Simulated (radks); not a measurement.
# Ionising thulium step by step, Tm⁴⁶⁺ to Tm⁶⁸⁺

Aim: the successive ionisation energies of thulium, each ion in the ground configuration that NIST lists, set against the tabulated values. Each value is a difference of total energies (Δ-SCF).

Program: radks (a radial shooting solver on a logarithmic mesh, Libxc functionals) version 1. Level of theory: scalar-relativistic Kohn-Sham, SCAN, spin-polarised, spherical densities, finite nucleus; open shells are filled with parallel spins first. These are calculated values, not measurements, unless marked.

**1. The system**

- element: thulium (Z = 69)
- charges: 46 to 68
- first configuration: [Ar] 3d5
- last configuration: 1s1

Outer shells as boxes (Hund's rule):

Tm⁴⁶⁺
```
[Ar] core
3d [↑ ][↑ ][↑ ][↑ ][↑ ]
```

Tm⁶⁸⁺
```
1s [↑ ]
```

**2. Tm⁴⁶⁺, [Ar] 3d5**

Input:

```text
Z 69
configuration [Ar] 3d5 4s0 4p0
relativity scalar-relativistic
functional scan,scan
spin polarised
nucleus finite rms 5.2256 fm
c 137.035999084
```

**3. Tm⁴⁷⁺, [Ar] 3d4**

Changes since step 2:

```diff
@@ -1,3 +1,3 @@
 Z 69
-configuration [Ar] 3d5 4s0 4p0
+configuration [Ar] 3d4
 relativity scalar-relativistic
```

**4. Tm⁴⁸⁺, [Ar] 3d3**

Changes since step 3:

```diff
@@ -1,3 +1,3 @@
 Z 69
-configuration [Ar] 3d4
+configuration [Ar] 3d3
 relativity scalar-relativistic
```

**5. Tm⁴⁹⁺, [Ar] 3d2**

Changes since step 4:

```diff
@@ -1,3 +1,3 @@
 Z 69
-configuration [Ar] 3d3
+configuration [Ar] 3d2
 relativity scalar-relativistic
```

**6. Tm⁵⁰⁺, [Ar] 3d1**

Changes since step 5:

```diff
@@ -1,3 +1,3 @@
 Z 69
-configuration [Ar] 3d2
+configuration [Ar] 3d1
 relativity scalar-relativistic
```

**7. Tm⁵¹⁺, [Ar]**

Changes since step 6:

```diff
@@ -1,3 +1,3 @@
 Z 69
-configuration [Ar] 3d1
+configuration [Ar]
 relativity scalar-relativistic
```

**8. Tm⁵²⁺, [Ne] 3s2 3p5**

Changes since step 7:

```diff
@@ -1,3 +1,3 @@
 Z 69
-configuration [Ar]
+configuration [Ne] 3s2 3p5
 relativity scalar-relativistic
```

**9. Tm⁵³⁺, [Ne] 3s2 3p4**

Changes since step 8:

```diff
@@ -1,3 +1,3 @@
 Z 69
-configuration [Ne] 3s2 3p5
+configuration [Ne] 3s2 3p4 4s0 3d0
 relativity scalar-relativistic
```

**10. Tm⁵⁴⁺, [Ne] 3s2 3p3**

Input:

```text
Z 69
configuration [Ne] 3s2 3p3
relativity scalar-relativistic
functional scan,scan
spin polarised
nucleus finite rms 5.2256 fm
c 137.035999084
```

**11. Tm⁵⁵⁺, [Ne] 3s2 3p2**

Changes since step 10:

```diff
@@ -1,3 +1,3 @@
 Z 69
-configuration [Ne] 3s2 3p3
+configuration [Ne] 3s2 3p2 4s0 3d0
 relativity scalar-relativistic
```

**12. Tm⁵⁶⁺, [Ne] 3s2 3p1**

Input:

```text
Z 69
configuration [Ne] 3s2 3p1
relativity scalar-relativistic
functional scan,scan
spin polarised
nucleus finite rms 5.2256 fm
c 137.035999084
```

**13. Tm⁵⁷⁺, [Ne] 3s2**

Changes since step 12:

```diff
@@ -1,3 +1,3 @@
 Z 69
-configuration [Ne] 3s2 3p1
+configuration [Ne] 3s2
 relativity scalar-relativistic
```

**14. Tm⁵⁸⁺, [Ne] 3s1**

Changes since step 13:

```diff
@@ -1,3 +1,3 @@
 Z 69
-configuration [Ne] 3s2
+configuration [Ne] 3s1 3p0 4s0
 relativity scalar-relativistic
```

**15. Tm⁵⁹⁺, [Ne]**

Changes since step 14:

```diff
@@ -1,3 +1,3 @@
 Z 69
-configuration [Ne] 3s1 3p0 4s0
+configuration [Ne]
 relativity scalar-relativistic
```

**16. Tm⁶⁰⁺, [He] 2s2 2p5**

Changes since step 15:

```diff
@@ -1,3 +1,3 @@
 Z 69
-configuration [Ne]
+configuration [He] 2s2 2p5
 relativity scalar-relativistic
```

**17. Tm⁶¹⁺, [He] 2s2 2p4**

Changes since step 16:

```diff
@@ -1,3 +1,3 @@
 Z 69
-configuration [He] 2s2 2p5
+configuration [He] 2s2 2p4 3s0 3p0
 relativity scalar-relativistic
```

**18. Tm⁶²⁺, [He] 2s2 2p3**

Input:

```text
Z 69
configuration [He] 2s2 2p3 3s0 3p0
relativity scalar-relativistic
functional scan,scan
spin polarised
nucleus finite rms 5.2256 fm
c 137.035999084
```

**19. Tm⁶³⁺, [He] 2s2 2p2**

Input:

```text
Z 69
configuration [He] 2s2 2p2
relativity scalar-relativistic
functional scan,scan
spin polarised
nucleus finite rms 5.2256 fm
c 137.035999084
```

**20. Tm⁶⁴⁺, [He] 2s2 2p1**

Changes since step 19:

```diff
@@ -1,3 +1,3 @@
 Z 69
-configuration [He] 2s2 2p2
+configuration [He] 2s2 2p1
 relativity scalar-relativistic
```

**21. Tm⁶⁵⁺, [He] 2s2**

Changes since step 20:

```diff
@@ -1,3 +1,3 @@
 Z 69
-configuration [He] 2s2 2p1
+configuration [He] 2s2 2p0 3s0
 relativity scalar-relativistic
```

**22. Tm⁶⁶⁺, [He] 2s1**

Changes since step 21:

```diff
@@ -1,3 +1,3 @@
 Z 69
-configuration [He] 2s2 2p0 3s0
+configuration [He] 2s1
 relativity scalar-relativistic
```

**23. Tm⁶⁷⁺, [He]**

Changes since step 22:

```diff
@@ -1,3 +1,3 @@
 Z 69
-configuration [He] 2s1
+configuration [He]
 relativity scalar-relativistic
```

**24. Tm⁶⁸⁺, 1s1**

Changes since step 23:

```diff
@@ -1,3 +1,3 @@
 Z 69
-configuration [He]
+configuration 1s1
 relativity scalar-relativistic
```

Before running it: what results should come out? Wanted: for each run, species; configuration; Δ-SCF; −ε(HOMO); NIST; error.

**Answer**, as computed:

| species | configuration | Δ-SCF (eV) | −ε(HOMO) (eV) | NIST (eV) | error (%) |
| --- | --- | --- | --- | --- | --- |
| Tm⁴⁶⁺ | [Ar] 3d5 | 3940.3 | 3881.6 | 3895 (theory) | +1.2 |
| Tm⁴⁷⁺ | [Ar] 3d4 | 4061.7 | 4002.6 | 4075 (theory) | -0.3 |
| Tm⁴⁸⁺ | [Ar] 3d3 | 4183.7 | 4124.3 | 4199 (theory) | -0.4 |
| Tm⁴⁹⁺ | [Ar] 3d2 | 4306.0 | 4246.5 | 4335 (theory) | -0.7 |
| Tm⁵⁰⁺ | [Ar] 3d1 | 4428.6 | 4369.0 | 4461 (theory) | -0.7 |
| Tm⁵¹⁺ | [Ar] | 4896.2 | 4844.9 | 4812 (theory) | +1.8 |
| Tm⁵²⁺ | [Ne] 3s2 3p5 | 5003.3 | 4952.6 | 4922 (theory) | +1.7 |
| Tm⁵⁹⁺ | [Ne] | 13679.0 | 13536.0 | 13347 (theory) | +2.5 |
| Tm⁶⁰⁺ | [He] 2s2 2p5 | 13973.3 | 13832.4 | 13651 (theory) | +2.4 |
| Tm⁶¹⁺ | [He] 2s2 2p4 | 14258.0 | 14122.2 | 13988 (theory) | +1.9 |
| Tm⁶²⁺ | [He] 2s2 2p3 | 14683.7 | 14534.9 | 14300 (theory) | +2.7 |
| Tm⁶³⁺ | [He] 2s2 2p2 | 14987.5 | 14840.8 | 15663 (theory) | -4.3 |
| Tm⁶⁴⁺ | [He] 2s2 2p1 | 15281.3 | 15139.9 | 16036 (theory) | -4.7 |

Reference values: NIST Atomic Spectra Database (exp. measured, semi-emp. semi-empirical, theory a theoretical value adopted there). Per unit of the charge left behind, the cost jumps most at Tm⁵⁹⁺ ([Ne]): from 5003.3 to 13679.0 eV. There the highest level belongs to another shell. Minus the highest eigenvalue gives 99 to 99 % of the Δ-SCF value along the ladder. Open shells are spherical and high-spin; term and fine-structure splittings are not resolved. Spin-orbit splitting is averaged out at the scalar-relativistic level.
